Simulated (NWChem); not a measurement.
# VN2H4OF (SMILES [NH]=[V]([NH2])([OH])[F]): levels of theory compared

Wanted: a comparison of 5 runs (HF/STO-3G, HF/3-21G, B3LYP/6-31G*, B2PLYP/STO-3G) of VN2H4OF. 

The results are computed with NWChem 7.3.0.

### 1 The system as given

The species is VN2H4OF (9 atoms), meant as a singlet with charge 0. As SMILES, `[NH]=[V]([NH2])([OH])[F]`. The shape is that of a PBE0-D4/def2-TZVP optimisation. This is one conformer, not always the lowest.

Bond lengths: N1–V2 1.605 Å, V2–N3 1.817 Å, V2–O4 1.769 Å, V2–F5 1.749 Å, N1–H6 1.011 Å, N3–H7 1.012 Å, N3–H8 1.006 Å, O4–H9 0.959 Å. Some angles: N1–V2–N3 104.1°, N1–V2–O4 111.0°, N1–V2–F5 111.8°, N3–V2–O4 110.4°, N3–V2–F5 110.6°, O4–V2–F5 108.9°, V2–N1–H6 166.2°, V2–N3–H7 120.3°, V2–N3–H8 127.1°, V2–O4–H9 123.1°.

### 2 Energy and forces at HF/STO-3G (run 1)

The input, calc.xyz:

```xyz
9

N     -0.877700     0.611300    -1.100600
V      0.147100     0.423600     0.120800
N      0.938700    -1.178300    -0.206900
O     -0.711700     0.383600     1.666700
F      1.340100     1.702200     0.169100
H     -1.412000     0.944500    -1.891900
H      1.550300    -1.596500     0.482200
H      0.779800    -1.784400    -0.994200
H     -1.666100     0.447700     1.737700
```

The input, calc.nw:

```
start calc
memory stack 880 mb heap 220 mb global 1100 mb
charge 0
geometry units angstroms noautosym nocenter noautoz
  load format xyz calc.xyz
end
basis spherical bse
  N library STO-3G
  V library STO-3G
  O library STO-3G
  F library STO-3G
  H library STO-3G
end
scf
  thresh 1e-08
  maxiter 80
  noprint "final vectors analysis"
end
task scf gradient
```

The run is started by

```sh
$ nwchem calc.nw > calc.out
```

Log:

```text
[...]
  functions       =    42
[...]
  wavefunction    = RHF
[...]
         Total SCF energy =  -1214.996839120384
      One-electron energy =  -2336.812484361135
      Two-electron energy =    786.868082780972
 Nuclear repulsion energy =    334.947562459779
        Time for solution =      6.6s
[...]
                         RHF ENERGY GRADIENTS
    atom               coordinates                        gradient
                 x          y          z           x          y          z
   1 N      -1.658613   1.155189  -2.079832   -0.081145   0.002769  -0.097583
   2 V       0.277979   0.800488   0.228279    0.038519  -0.035490   0.041343
   3 N       1.773886  -2.226664  -0.390984    0.017708  -0.058560  -0.023252
   4 O      -1.344918   0.724899   3.149606   -0.069020  -0.002804   0.063716
   5 F       2.532422   3.216692   0.319553    0.069613   0.077023  -0.001514
   6 H      -2.668293   1.784846  -3.575173    0.009538  -0.001642   0.011662
   7 H       2.929642  -3.016948   0.911226   -0.007216   0.010498  -0.002030
   8 H       1.473608  -3.372027  -1.878766   -0.000815   0.009220   0.006466
   9 H      -3.148472   0.846030   3.283777    0.022819  -0.001014   0.001192
[...]
```

It took 9 s on 1 thread of Intel Xeon Platinum 8488C (Sapphire Rapids), shared host; peak memory 0.1 GiB.

### 3 Energy and gradient at HF/3-21G (run 2)

The input, fh4n2ov.nw:

```
start fh4n2ov
title "FH4N2OV hf"
memory stack 880 mb heap 220 mb global 1100 mb

geometry units angstrom noautosym nocenter noautoz
 N     -0.877700     0.611300    -1.100600
 V      0.147100     0.423600     0.120800
 N      0.938700    -1.178300    -0.206900
 O     -0.711700     0.383600     1.666700
 F      1.340100     1.702200     0.169100
 H     -1.412000     0.944500    -1.891900
 H      1.550300    -1.596500     0.482200
 H      0.779800    -1.784400    -0.994200
 H     -1.666100     0.447700     1.737700
end

basis spherical bse
 N library 3-21G
 V library 3-21G
 O library 3-21G
 F library 3-21G
 H library 3-21G
end

scf
 thresh 1e-08
 maxiter 80
 noprint "final vectors analysis"
end

task scf gradient
```

The run is started by

```sh
$ nwchem fh4n2ov.nw > fh4n2ov.out
```

Log:

```text
[...]
  functions       =    71
[...]
  wavefunction    = RHF
[...]
         Total SCF energy =  -1222.268920801453
      One-electron energy =  -2345.263386992935
      Two-electron energy =    788.046903731702
 Nuclear repulsion energy =    334.947562459779
        Time for solution =     10.1s
[...]
                         RHF ENERGY GRADIENTS
    atom               coordinates                        gradient
                 x          y          z           x          y          z
   1 N      -1.658613   1.155189  -2.079832   -0.027294  -0.005238  -0.033103
   2 V       0.277979   0.800488   0.228279    0.014119   0.003592   0.024388
   3 N       1.773886  -2.226664  -0.390984    0.005052  -0.010209  -0.003512
   4 O      -1.344918   0.724899   3.149606   -0.009670  -0.003148   0.027508
   5 F       2.532422   3.216692   0.319553    0.016700   0.015785   0.001290
   6 H      -2.668293   1.784846  -3.575173   -0.004925   0.005424  -0.007239
   7 H       2.929642  -3.016948   0.911226    0.001960  -0.002665   0.002215
   8 H       1.473608  -3.372027  -1.878766   -0.000636  -0.003896  -0.003242
   9 H      -3.148472   0.846030   3.283777    0.004695   0.000355  -0.008304
[...]
```

Run time: 13 s. Hardware: 1 thread of Intel Xeon Platinum 8488C (Sapphire Rapids), shared host; peak memory 0.099 GiB.

Run 3 isn't shown in full; the table further down has it.

### 4 A single-point energy at B2PLYP/STO-3G (run 4)

The input, mymol.xyz:

```xyz
9
FH4N2OV
N     -0.877700     0.611300    -1.100600
V      0.147100     0.423600     0.120800
N      0.938700    -1.178300    -0.206900
O     -0.711700     0.383600     1.666700
F      1.340100     1.702200     0.169100
H     -1.412000     0.944500    -1.891900
H      1.550300    -1.596500     0.482200
H      0.779800    -1.784400    -0.994200
H     -1.666100     0.447700     1.737700
```

The input, mymol.nw:

```
START mymol
TITLE "FH4N2OV"
memory stack 880 mb heap 220 mb global 1100 mb
GEOMETRY units angstroms noautosym nocenter noautoz
load mymol.xyz
END
BASIS spherical bse
* library STO-3G
END
DFT
xc hfexch 0.53 becke88 0.47 lyp 0.73 mp2 0.27
dftmp2 semidirect
grid xfine
convergence energy 1e-08
maxiter 100
mulliken
END
MP2
freeze core 9
END
TASK dft energy
```

The run is started by

```sh
$ nwchem mymol.nw > mymol.out
```

Log:

```text
[...]
          Wavefunction type:  closed shell.
          No. of atoms     :     9
          No. of electrons :    58
[...]
          Charge           :     0
          Spin multiplicity:     1
[...]
          AO basis - number of functions:    42
[...]
              XC Information
              --------------
                     Hartree-Fock (Exact) Exchange  0.530
                    Becke 1988 Exchange Functional  0.470
              Lee-Yang-Parr Correlation Functional  0.730
[...]
 d= 0,ls=0.0,diis     1  -1216.0000756018 -1.55D+03  1.17D-01  3.79D+00     1.9
[...]
 d= 0,ls=0.0,diis    12  -1216.6675007720 -4.71D-09  1.51D-06  5.59D-10    17.6
         Total DFT energy =    -1216.667500772008
      One electron energy =    -2338.148400037427
           Coulomb energy =      865.297981482013
    Exchange-Corr. energy =      -78.764644676374
 Nuclear repulsion energy =      334.947562459779
[...]
      Total Density - Mulliken Population Analysis
     ---------------------------------------------
    Atom       Charge   Shell Charges
 -----------   ------   -------------------------------------------------------
    1 N    7     7.50   2.00  1.60  3.91
    2 V   23    22.07   2.00  2.00  6.00  2.01  5.94  0.49  1.15  2.48
    3 N    7     7.55   1.99  1.53  4.02
    4 O    8     8.40   2.00  1.81  4.59
    5 F    9     9.20   2.00  1.95  5.25
    6 H    1     0.84   0.84
    7 H    1     0.84   0.84
    8 H    1     0.82   0.82
    9 H    1     0.79   0.79
[...]
  Basis functions       =     42
[...]
```

Run time: 19 s. Hardware: 1 thread of Intel Xeon Platinum 8488C (Sapphire Rapids), shared host; peak memory 0.15 GiB.

### 5 Energy and forces at B3LYP/6-31G(d) (Cartesian functions) (run 5)

The input, run.py:

```python
from ase import Atoms
from ase.calculators.nwchem import NWChem

molecule = Atoms(['N', 'V', 'N', 'O', 'F', 'H', 'H', 'H', 'H'], positions=[
    [-0.877700, 0.611300, -1.100600],
    [0.147100, 0.423600, 0.120800],
    [0.938700, -1.178300, -0.206900],
    [-0.711700, 0.383600, 1.666700],
    [1.340100, 1.702200, 0.169100],
    [-1.412000, 0.944500, -1.891900],
    [1.550300, -1.596500, 0.482200],
    [0.779800, -1.784400, -0.994200],
    [-1.666100, 0.447700, 1.737700],
])

calc = NWChem(
    label='fh4n2ov',
    theory='dft',
    memory='2200 mb',
    basis='6-31G*',
    dft={'xc': 'b3lyp', 'mult': '1', 'grid': 'fine', 'convergence': 'energy 1e-08', 'iterations': '100', 'mulliken': None},
)
molecule.calc = calc

forces = molecule.get_forces()
e = molecule.get_potential_energy()
print(f"E = {e:.6f} eV")
print("forces (eV/A):")
for s, f in zip(molecule.symbols, forces):
    print(f"{s:2s} {f[0]:10.5f} {f[1]:10.5f} {f[2]:10.5f}")
print("dipole (e A):", molecule.get_dipole_moment().round(4))
```

The run is started by

```sh
$ export ASE_NWCHEM_COMMAND="nwchem PREFIX.nwi > PREFIX.nwo"
$ python run.py
```

Log:

```text
E = -33498.525033 eV
forces (eV/A):
N    -0.34664    0.06047   -0.34597
V     0.34648    0.17494    0.31974
N     0.06335    0.00247   -0.00206
O     0.34556   -0.01558    0.23932
F     0.01543    0.02921    0.02273
H    -0.12784    0.06870   -0.19391
H     0.16059   -0.15550    0.15668
H    -0.01646   -0.19926   -0.20188
H    -0.44043    0.03456    0.00545
dipole (e A): [-0.3913 -0.4039 -0.2317]
```

The calculator wrote fh4n2ov.nwi:

```
title "fh4n2ov"

permanent_dir fh4n2ov

scratch_dir fh4n2ov

start fh4n2ov

geometry units angstrom nocenter noautosym noautoz
  N  -8.7770000000000004e-01 6.1129999999999995e-01 -1.1006000000000000e+00
  V  1.4710000000000001e-01 4.2359999999999998e-01 1.2080000000000000e-01
  N  9.3869999999999998e-01 -1.1782999999999999e+00 -2.0690000000000000e-01
  O  -7.1170000000000000e-01 3.8360000000000000e-01 1.6667000000000001e+00
  F  1.3401000000000001e+00 1.7021999999999999e+00 1.6910000000000000e-01
  H  -1.4119999999999999e+00 9.4450000000000001e-01 -1.8918999999999999e+00
  H  1.5503000000000000e+00 -1.5965000000000000e+00 4.8220000000000002e-01
  H  7.7980000000000005e-01 -1.7844000000000000e+00 -9.9419999999999997e-01
  H  -1.6660999999999999e+00 4.4769999999999999e-01 1.7377000000000000e+00
end

memory 2200 mb

basis noprint
   * library 6-31G*
end

dft
  xc b3lyp
  mult 1
  grid fine
  convergence energy 1e-08
  iterations 100
  mulliken
end

task dft gradient
```

fh4n2ov.nwo:

```text
Northwest Computational Chemistry Package (NWChem) 7.3.0
             --------------------------------------------------------

           Job information
           ---------------

    nwchem branch   = 7.3.0
    use scalapack   = T
    input           = fh4n2ov.nwi
    prefix          = fh4n2ov.
    data base       = fh4n2ov/fh4n2ov.db
    status          = startup
    nproc           =        1

           Memory information
           ------------------

    heap     =     72089596 doubles =      550.0 Mbytes
    stack    =     72089601 doubles =      550.0 Mbytes
    global   =    144179200 doubles =     1100.0 Mbytes (distinct from heap & stack)
    total    =    288358397 doubles =     2200.0 Mbytes
    verify   = yes
    hardfail = no

[... 108 lines left out ...]
  convergence criterion.
[... 42 lines left out ...]
          Spatial weights used:  Erf1
[... 75 lines left out ...]
         Total DFT energy =    -1231.048098878099
[... 3 lines left out ...]
 Nuclear repulsion energy =      334.947562459778
[... 836 lines left out ...]
          Convergence on gradient requested:  5.00D-04
[... 29 lines left out ...]
          total energy or number of iterations.
[... 26 lines left out ...]
                         DFT ENERGY GRADIENTS

    atom               coordinates                        gradient
                 x          y          z           x          y          z
   1 N      -1.658613   1.155189  -2.079832    0.006741  -0.001176   0.006728
   2 V       0.277979   0.800488   0.228279   -0.006738  -0.003402  -0.006218
   3 N       1.773886  -2.226664  -0.390984   -0.001232  -0.000048   0.000040
[... 5 lines of this table left out ...]
   9 H      -3.148472   0.846030   3.283777    0.008565  -0.000672  -0.000106

                 ----------------------------------------
                 |  Time  |  1-e(secs)   |  2-e(secs)   |
                 ----------------------------------------
                 |  CPU   |       0.01   |      13.08   |
                 ----------------------------------------
                 |  WALL  |       0.01   |      13.08   |
                 ----------------------------------------

 Task  times  cpu:       62.0s     wall:       62.0s
 Total times  cpu:       62.0s     wall:       62.0s
```

It took 63 s on 1 thread of Intel Xeon Platinum 8488C (Sapphire Rapids), shared host; peak memory 0.14 GiB.

### 6 All runs side by side

```tsv
run	level	iteration cap	module	energy (Eh)	dipole moment (D)	largest force (eV/Å)	wall time
1	HF/STO-3G	80	scf	-1214.996839	1.31	6.528	9 s
2	HF/3-21G	80	scf	-1222.268921	3.72	2.223	13 s
3	B3LYP/6-31G* (spherical functions)	100	dft	-1231.032183	–	0.460	67 s
4	B2PLYP/STO-3G	100	dft	-1216.833068	1.17	–	19 s
5	B3LYP/6-31G* (Cartesian functions)	100	dft	-1231.048099	2.92	0.503	63 s
```

### 7 Outcome

| quantity | value |
| --- | --- |
| run 5: total energy | -1231.04810 Eh |
| run 5: dipole moment | 2.92 D |
| run 5: HOMO energy | -7.24 eV |
| run 5: LUMO energy | -1.68 eV |
| run 5: HOMO–LUMO gap | 5.56 eV |
| run 5: largest force on an atom | 0.503 eV/Å |

In words: Over runs 1, 2, 4, 5 the dipole moment (its size) runs from 1.17 D (B2PLYP/STO-3G) to 3.72 D (HF/3-21G). The two ends differ in method and basis. A double hybrid's value is that of its SCF part. Totals of different functionals can't be ranked against each other. In runs 1, 4 the basis is minimal, so the values are rough. All runs together took 2.9 min, the longest 67 s.
